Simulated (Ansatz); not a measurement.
# SiHCl3 (SMILES Cl[SiH](Cl)Cl): revPBE/def2-SVPD

What is the electronic atomisation energy of SiHCl3 at revPBE/def2-SVPD? 

Program for the calculation: Ansatz 0.2.0.

44 further runs of the same task are left out: 2 that didn't finish, 42 set aside as unsound or not needed.

### Step 1. The molecule

SiHCl3 has 5 atoms, charge 0, and is taken as a singlet. As SMILES, `Cl[SiH](Cl)Cl`. Geometry: relaxed at PBE0-D4/def2-TZVP.

Bond lengths: Cl1–Si2 2.030 Å, Si2–Cl3 2.030 Å, Si2–Cl4 2.030 Å, Si2–H5 1.469 Å. Angles: Cl1–Si2–Cl3 109.5°, Cl1–Si2–Cl4 109.5°, Cl3–Si2–Cl4 109.5°, Cl1–Si2–H5 109.5°, Cl3–Si2–H5 109.4°, Cl4–Si2–H5 109.4°.

### Step 2. A single-point energy at revPBE/def2-SVPD

File in.yaml:

```yaml
crystal:
  periodic: [false, false, false]
  atoms:
    - {symbol: Cl, position_ang: [1.690930, -0.571430, 0.891880]}
    - {symbol: Si, position_ang: [-0.081300, -0.012690, 0.075440]}
    - {symbol: Cl, position_ang: [0.017700, 1.933700, -0.491290]}
    - {symbol: Cl, position_ang: [-0.476020, -1.170520, -1.544190]}
    - {symbol: H, position_ang: [-1.151310, -0.179060, 1.068150]}
basis:
  gaussian: {orbitals: def2-SVPD}
hamiltonian: {xc: {name: revPBE}}
accuracy: high
output: {orbitals: {seedname: orbitals}}
```

Run with:

```bash
$ ansatz run in.yaml --threads 1 --pin off --max-ram 3480MiB --events-out events.jsonl --progress --plain --runs-dir runs
```

The log of the run:

```text
Warning: RAYON_NUM_THREADS=1 ignored (pool sized by the plan → 1); use --threads N
Functional definition: revPBE
  name "revPBE"
  parameter kappa = 1.245
  parameter beta = 0.06672455060314922
  exchange = pbe_x(kappa = kappa, mu = beta*pi^2/3)
  correlation = pbe_c(beta = beta)
2081 factors; integrals over basis functions are off by at most 3.4e-9 eV
mean field evaluation 1: about -45442.7142 eV, gradient 1.7e1 eV
mean field evaluation 2: about -45442.8216 eV, gradient 1.7e1 eV
mean field evaluation 4: about -45443.4888 eV, gradient 1.0e0 eV
mean field evaluation 8: about -45443.4868 eV, gradient 2.3e-2 eV
mean field evaluation 16: about -45443.4868 eV, gradient 4.8e-7 eV
mean field -45443.48677879 eV, -1670.0173364188 hartree, gradient 6.7e-8 eV, S^2 0.000000; 0 other end points of the search recorded, 0 dependent functions left out
reference -45443.48678322 eV, -1670.0173365817 hartree; 33, 33 occupied and 80, 80 virtual orbitals, 2081 factors
Total energy: -45443.48678322 eV, -1670.0173365817 hartree
```

Wall time 4.5 s (1 thread of Intel Xeon 6975P-C (Granite Rapids), shared host); peak memory 0.32 GiB.

### Step 3. The Cl atom

File input.yaml:

```yaml
crystal:
  periodic: [false, false, false]
  atoms:
    - symbol: Cl
      position_ang: [0.000000, 0.000000, 0.000000]
basis:
  gaussian: {orbitals: def2-SVPD}
magnetization: {spin_polarized: true, initial_magnetization: 1}
hamiltonian: {xc: {name: revPBE}}
accuracy: high
```

Run the same way, it converges to -459.91457 Eh (log not shown).

### Step 4. The H atom

File input.yaml:

```yaml
crystal:
  periodic: [false, false, false]
  atoms:
    - {symbol: H, position_ang: [0.000000, 0.000000, 0.000000]}
basis:
  gaussian: {orbitals: def2-SVPD}
hamiltonian: {xc: {name: revPBE}}
accuracy: high
magnetization: {spin_polarized: true, initial_magnetization: 1}
```

Run the same way, it converges to -0.50319 Eh (log not shown).

### Step 5. The Si atom

File job.yaml:

```yaml
crystal:
  periodic: [false, false, false]
  atoms:
    - symbol: Si
      position_ang: [0.000000, 0.000000, 0.000000]
basis:
  gaussian: {orbitals: def2-SVPD}
magnetization: {spin_polarized: true, initial_magnetization: 2}
hamiltonian: {xc: {name: revPBE}}
accuracy: high
```

Run the same way, it converges to -289.21788 Eh (log not shown).

### Step 6. Outcome

At revPBE/def2-SVPD:

| quantity | value |
| --- | --- |
| molecule: total energy | -1670.01734 Eh |
| molecule: HOMO energy | -8.07 eV |
| molecule: LUMO energy | -1.28 eV |
| molecule: HOMO–LUMO gap | 6.79 eV |
| Cl atom: total energy | -459.91457 Eh |
| Cl atom: ⟨S²⟩ | 0.752 |
| H atom: total energy | -0.50319 Eh |
| H atom: ⟨S²⟩ | 0.750 |
| Si atom: total energy | -289.21788 Eh |
| Si atom: ⟨S²⟩ | 2.004 |
| electronic atomisation energy | 15.036 eV |

**Reading.** Taking the molecule apart into free atoms costs 15.04 eV (1451 kJ/mol), before zero-point energy and without spin-orbit coupling.
